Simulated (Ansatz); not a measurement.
**Ta4O: tests of the settings**

One table from this session's results is given with a row withheld; the runs are named, their logs left out.

Program: Ansatz 0.2.0. Level of theory: DFT PBEsol, scalar-relativistic, plane waves, PAW. These are calculated values, not measurements.

1 further run of the same task is left out (set aside as unsound or not needed).

## The starting structure

Symmetry: P4/mmm, No. 123, tetragonal system. The conventional cell has a = 3.257 Å, b = 3.257 Å, c = 7.409 Å, α = 90.00°, β = 90.00°, γ = 90.00°. Ta (site symmetry 4/mmm) is surrounded by 4 O at 2.30 Å. Around Ta (site symmetry 4mm) lie 1 O at 2.10 Å. Ta (site symmetry 4/mmm) is surrounded by 8 Ta at 2.81 Å. O (site symmetry 4/mmm) is surrounded by 6 Ta at 2.10 to 2.30 Å.

As a file:

```xyz
5
Lattice="3.2575 0.0000 0.0000 0.0000 3.2575 0.0000 0.0000 0.0000 7.4093" Properties=species:S:1:pos:R:3 pbc="T T T"
Ta    0.0000    0.0000    3.7047
Ta    1.6287    1.6287    5.8027
Ta    1.6287    1.6287    1.6067
Ta    0.0000    0.0000    0.0000
O     1.6287    1.6287    3.7047
```

Source of the structure: the Materials Project (structure only). It is taken as it stands there.

## The base input

input.yaml reads:

```yaml
crystal:
  lattice:
    - [3.257497, 0.0, 0.0]
    - [0.0, 3.257497, 0.0]
    - [0.0, 0.0, 7.409341]
  atoms:
    - { symbol: Ta, position: [0.0, 0.0, 0.5] }
    - { symbol: Ta, position: [0.5, 0.5, 0.783158] }
    - { symbol: Ta, position: [0.5, 0.5, 0.216842] }
    - { symbol: Ta, position: [0.0, 0.0, 0.0] }
    - { symbol: O, position: [0.5, 0.5, 0.5] }
basis:
  ecutwfc: 420
kpoints:
  mp_grid: { grid: [12, 12, 6] }
hamiltonian:
  xc: pbesol
scf:
  occupations: { method: gaussian, width: 0.1 }
output:
  forces: true
  stress: true
  eigenvalues: true
  populations: true
  write_density: true
  write_potential: true
  elf: true
  volumetric_format: npy
```

It was run beforehand and gave: -7957.4753 eV/atom at zero smearing, pressure -8.16 GPa, largest force 0.094 eV/Å, no gap on the mesh, in 8 SCF cycles and 27 s.

The first run:

input.yaml reads:

```yaml
crystal:
  lattice:
    - [3.257497, 0.0, 0.0]
    - [0.0, 3.257497, 0.0]
    - [0.0, 0.0, 7.409341]
  atoms:
    - { symbol: Ta, position: [0.0, 0.0, 0.5] }
    - { symbol: Ta, position: [0.5, 0.5, 0.783158] }
    - { symbol: Ta, position: [0.5, 0.5, 0.216842] }
    - { symbol: Ta, position: [0.0, 0.0, 0.0] }
    - { symbol: O, position: [0.5, 0.5, 0.5] }
basis:
  ecutwfc: 420
kpoints:
  mp_grid: { grid: [1, 1, 1] }
hamiltonian:
  xc: pbesol
scf:
  occupations: { method: gaussian, width: 0.1 }
output:
  forces: true
  stress: true
  eigenvalues: true
```

Run with:

```
> ansatz run input.yaml --threads 1 --pin off --max-ram 2560MiB --backend cpu --events-out ev --progress --plain --runs-dir out
```

Steps of the session up to this table: K-point mesh set to 1×1×1; K-point mesh: 2×2×1; K-point mesh set to 4×4×1; K-point mesh set to 4×4×2; K-point mesh set to 6×6×2; K-point mesh set to 6×6×4; K-point mesh set to 8×8×4; K-point mesh set to 10×10×4; K-point mesh set to 10×10×6; K-point mesh set to 14×14×6; K-point mesh set to 16×16×8.

One table of the session follows, with a row left open; its other results are not shown here.

| mesh | ΔE (meV/atom) | pressure (GPa) | largest change of a force component (eV/Å) |
| --- | --- | --- | --- |
| 1×1×1 | 187 | -7.33 | 5.085 |
| 2×2×1 | 183 | -4.81 | 0.065 |
| 4×4×1 | 113 | -6.49 | 0.403 |
| 4×4×2 | 9.04 | -8.29 | 0.244 |
| 6×6×2 | 15.6 | -8.10 | 0.053 |
| 6×6×4 | 5.43 | -8.04 | 0.099 |
| 8×8×4 | -0.23 | -8.08 | 0.065 |
| 10×10×4 | -0.91 | -8.13 | 0.011 |
| 10×10×6 | -1.40 | -8.12 | 0.015 |
| 12×12×6 | -0.45 | -8.16 | 0.011 |
| 14×14×6 | ? | ? | ? |
| 16×16×8 | 0.00 | -8.08 | 0.000 |

Q: Estimate the row for 14×14×6 from the others.

As computed: ΔE (meV/atom): 1.17; pressure (GPa): -8.07; largest change of a force component (eV/Å): 0.020. In the column «ΔE (meV/atom)» it lies between 16×16×8 (0.00) and 6×6×4 (5.43).

To keep in mind: The last step in the k-point mesh still changes the energy by 1.17 meV/atom: the series is not settled to 1 meV/atom. The error changes sign along the series, since a k mesh isn't variational, and a metal needs dense meshes to resolve its Fermi surface. The listed cell is far from this method's equilibrium (-8.2 GPa, forces up to 0.09 eV/Å), so its values are not those of the relaxed crystal.
